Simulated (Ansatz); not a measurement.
# CH₆OSSi: how energies converge with the basis set

Aim: see how fast density functionals converge with the basis set for CH₆OSSi.

Program: Ansatz 0.2.0, Gaussian basis. Level of theory: one geometry, several basis sets. These are calculated values, not measurements.

Plan: PBE0-D4/def2-SVP; ωB97M-V/def2-SVP; PBE0-D4/def2-QZVPP; ωB97M-V/def2-QZVPP; the functionals' def2-TZVPP values are taken from earlier runs.

**1. The relaxed structure**

An earlier PBE0-D4 in a triple-zeta def2 set relaxation fixed the geometry.

SMILES `OC[SiH2]S`, 10 atoms, charge 0, spin multiplicity 1.

Atoms are counted from 1 here; the program's logs count them from 0.

Bond lengths: O1–C2 1.420 Å, O1–H5 0.960 Å, C2–Si3 1.886 Å, C2–H6 1.098 Å, C2–H7 1.100 Å, Si3–S4 2.134 Å, Si3–H8 1.486 Å, Si3–H9 1.485 Å, S4–H10 1.346 Å. Angles: C2–O1–H5 109.0°, O1–C2–Si3 107.3°, O1–C2–H6 111.9°, O1–C2–H7 111.8°, Si3–C2–H6 109.0°, Si3–C2–H7 109.2°, H6–C2–H7 107.6°, C2–Si3–S4 109.7°, C2–Si3–H8 109.2°, C2–Si3–H9 110.1°, S4–Si3–H8 111.8°, S4–Si3–H9 106.5°, H8–Si3–H9 109.6°, Si3–S4–H10 92.2°.

**2. PBE0-D4 in def2-SVP**

The input, in.yaml:

```yaml
crystal:
  periodic: [false, false, false]
  atoms:
    - {symbol: O, position_ang: [-0.745825, 0.787514, -1.172198]}
    - {symbol: C, position_ang: [-0.581088, 0.721611, 0.236327]}
    - {symbol: Si, position_ang: [0.294810, -0.903398, 0.621628]}
    - {symbol: S, position_ang: [2.163714, -0.972305, -0.405569]}
    - {symbol: H, position_ang: [-1.147597, 1.628615, -1.401639]}
    - {symbol: H, position_ang: [0.025742, 1.553961, 0.617142]}
    - {symbol: H, position_ang: [-1.547206, 0.746148, 0.761495]}
    - {symbol: H, position_ang: [-0.586639, -2.037138, 0.241036]}
    - {symbol: H, position_ang: [0.608362, -0.982053, 2.071465]}
    - {symbol: H, position_ang: [1.598730, -0.594154, -1.566789]}
basis:
  gaussian: {orbitals: def2-SVP}
hamiltonian: {xc: pbe0, dispersion: d4}
output: {orbitals: {seedname: orbitals}}
```

Further steps of the session: ωB97M-V in def2-SVP; PBE0-D4 in def2-QZVPP; ωB97M-V in def2-QZVPP.

Q: Predict the results of all the runs planned. Wanted: PBE0-D4: double and triple zeta above quadruple; ωB97M-V: double and triple zeta above quadruple.

**Answer**, as computed:

| quantity | value |
| --- | --- |
| PBE0-D4: double and triple zeta above quadruple | 11.16, 0.79 eV |
| ωB97M-V: double and triple zeta above quadruple | 11.27, 0.75 eV |

**Reading.** For PBE0-D4 the step from double to triple zeta gains 10.38 eV and the next only 0.79 eV. These are total energies; as a rule much of such shifts cancels in differences, which this series doesn't test. The LUMO of ωB97M-V is positive and keeps falling with the basis (2.69 to 1.38 eV): an unbound level that the basis holds in place.
